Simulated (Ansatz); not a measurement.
I need a band structure of Na₂CuBiBr₆, space group Fm-3m. Use Ansatz's Python interface. Settings: PBE, PAW, the default cutoff (420 eV here), 3×3×3 k-points, cold smearing of 0.02 eV.

Input file `na2cubibr6.xyz`:
```text
10
Lattice="0.0 5.479449 5.479449 5.479449 0.0 5.479449 5.479449 5.479449 0.0" Properties=species:S:1:pos:R:3 pbc="T T T"
Na    8.21917350    8.21917350    8.21917350
Na    2.73972450    2.73972450    2.73972450
Cu    5.47944900    5.47944900    5.47944900
Bi    0.00000000    0.00000000    0.00000000
Br    2.86205868    5.47944900    5.47944900
Br    5.47944900    5.47944900    2.86205868
Br    8.09683932    5.47944900    5.47944900
Br    5.47944900    2.86205868    5.47944900
Br    5.47944900    8.09683932    5.47944900
Br    5.47944900    5.47944900    8.09683932
```

`na2cubibr6_bands.py`
```python
'''Band structure of Na2CuBiBr6.'''

import sys

import ansatz as az
import numpy as np
import pandas as pd


def main() -> None:
    crystal = az.Crystal.from_extxyz('na2cubibr6.xyz')

    # vertices of the path, as fractions of the reciprocal vectors
    path = [
        ('K', (0.375, 0.375, 0.75)),
        ('G', (0.0, 0.0, 0.0)),
        ('L', (0.5, 0.5, 0.5)),
        ('W', (0.5, 0.25, 0.75)),
        ('X', (0.5, 0.0, 0.5)),
    ]
    setup = (
        crystal.calculation()
        .functional('pbe')
        .kpoints(3, 3, 3, center='gamma')
        .pseudopotentials('paw')
        .occupations('cold', width=0.02)
        .band_structure([point for _, point in path], intervals=8)
        .scf(extra_bands=6)
        .forces()
    )
    try:
        outcome = setup.run(threads=1)
    except az.NonConvergedError as error:
        sys.exit(f'no convergence: {error}')
    except az.RefusalError as error:
        sys.exit(f'input refused: {error}')
    rep = outcome.report

    n_atoms = len(rep['lattice']['sites'])
    print('F =', round(rep['free_energy_ev'], 4), 'eV for', n_atoms, 'atoms')
    print('E(sigma -> 0) =', round(rep['energy_sigma0_ev'], 4), 'eV, TS =', round(rep['entropy_ts_ev'], 5), 'eV')
    print('closed by', rep['closed_by'], 'after', rep['n_iterations'], 'iterations')

    # forces, one row an atom
    table = pd.DataFrame(rep['forces_ev_ang'], columns=['fx', 'fy', 'fz'])
    table.insert(0, 'atom', [site['symbol'] for site in rep['lattice']['sites']])
    print(table.round(4).to_string())

    bands = outcome.band_structure()
    fermi = bands.fermi_energy_ev
    print(f'zero of the bands: {fermi:.3f} eV, the Fermi level found on the SCF mesh')
    for spin, channel in enumerate(bands.channels):
        print('channel', spin, '- computed levels within 4 eV of the Fermi level')
        for i, (label, _) in enumerate(path):
            levels = channel.eigenvalues_ev[i * 8] - fermi
            print(f'  {label:3s}', ' '.join(f'{e:7.3f}' for e in levels if abs(e) < 4))


if __name__ == '__main__':
    main()
```

```console
$ python na2cubibr6_bands.py
DeckWarning: basis.ecutwfc = 420 eV, auto-derived from the records' recommended cutoffs: set by Na (normal level)
F = -38701.8839 eV for 10 atoms
E(sigma -> 0) = -38701.8839 eV, TS = 0.0 eV
closed by deck_thresholds after 8 iterations
  atom      fx      fy      fz
0   Na  0.0000 -0.0000  0.0000
1   Na  0.0000  0.0000  0.0000
2   Cu  0.0000 -0.0000 -0.0000
3   Bi  0.0000 -0.0000  0.0000
4   Br  0.0111 -0.0000  0.0000
5   Br -0.0000  0.0000  0.0111
6   Br -0.0111 -0.0000 -0.0000
7   Br -0.0000  0.0111  0.0000
8   Br -0.0000 -0.0111  0.0000
9   Br  0.0000  0.0000 -0.0111
zero of the bands: 3.950 eV, the Fermi level found on the SCF mesh
channel 0 - computed levels within 4 eV of the Fermi level
  K    -3.951  -3.709  -3.682  -3.430  -3.193  -3.064  -2.934  -2.895  -2.840  -2.580  -2.560  -2.378  -2.376  -1.999  -1.502  -1.395  -1.391  -0.944  -0.482   1.444   2.069   2.369   3.058   3.075   3.975
  G    -3.990  -3.990  -3.990  -3.520  -3.520  -2.532  -2.532  -2.532  -2.428  -2.428  -2.428  -1.833  -1.833  -1.833  -1.540  -1.540  -1.540  -0.616  -0.616   1.320   1.320   1.320   1.336   2.093
  L    -3.878  -3.878  -3.757  -3.754  -3.557  -3.557  -3.081  -3.081  -2.346  -2.346  -2.302  -2.269  -2.238  -2.238  -2.143  -1.538  -1.473  -1.473  -1.203  -1.203   0.339   2.616   2.695   2.781   2.781
  W    -3.846  -3.846  -3.792  -3.291  -3.133  -3.133  -3.072  -2.792  -2.702  -2.702  -2.701  -2.351  -2.156  -2.156  -1.448  -1.448  -1.373  -1.140  -0.339   1.821   2.012   2.012   3.114   3.114
  X    -3.526  -3.499  -3.291  -3.291  -3.097  -3.097  -2.982  -2.700  -2.700  -2.700  -2.452  -2.452  -1.843  -1.549  -1.373  -1.373  -0.620  -0.267   1.826   1.826   2.128   3.057   3.201   3.679
```
(Warnings from the package without file and line.)

What to keep in mind:
- Total energies depend on the potentials; only differences at equal settings carry meaning. A total without «per atom» is that of the cell as typed.
- No spin polarisation was allowed.
- The computed bands are complete only to about 4.2 eV above the Fermi level.
- In a crystal with a gap the Fermi level's place inside it depends on smearing and mesh.
- Without a Hubbard U or exact exchange, semilocal functionals often make such 3d compounds metallic or too weakly gapped.
- This cell is a computed structure, which may not be the phase found in nature.
- Levels are Kohn-Sham eigenvalues on this mesh, without spin-orbit coupling.
- It ran for 24 s on 1 thread of Intel(R) Xeon(R) Platinum 8488C (Sapphire Rapids), on a shared host, peak memory 0.78 GiB.

(Lines on the test bed's own set-up are left out of the output.)
